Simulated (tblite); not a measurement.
# H8O2Si3: the cost of one run

Programs: tblite 0.8.0 and PySCF 2.14.0. All values are calculated, for the isolated system unless a continuum is named. Atoms count from 0, parts from 1.

## 1. The system as given

13 atoms, charge 0, multiplicity 1; geometry: distance geometry start.

## 2. Relaxing the cluster with GFN2-xTB

Job settings and geometry (Å):

```
{"job": {"kind": "relax", "xc": "GFN2-xTB", "basis": "xTB"}, "charge": 0, "multiplicity": 1}
O      1.071538    -0.277855     1.758207
Si    -0.706178    -0.212131     1.807600
O     -1.353486    -0.459572     0.200657
Si    -0.528814    -0.097460    -1.304272
Si     1.131708     1.297676    -0.894461
H      1.638023    -0.656124     2.458941
H     -1.204449    -1.184128     2.717960
H     -1.105795     1.059004     2.311645
H     -1.443510     0.525586    -2.187242
H     -0.017740    -1.257674    -1.895717
H      0.631297     2.505741    -0.306416
H      1.828326     1.623720    -2.098942
H      2.031732     0.725282     0.009666
```

Method: GFN2-xTB geometry optimisation, gas phase.

Run with:

```bash
$ OMP_NUM_THREADS=1 python cluster_run.py task.json out
```

The driver reads the jobs from task.json and runs them one after another.

Q: Estimate the wall time of this first job on 1 thread of Intel Xeon Platinum 8259CL at 2.50GHz, shared host.

About 3.5 s.
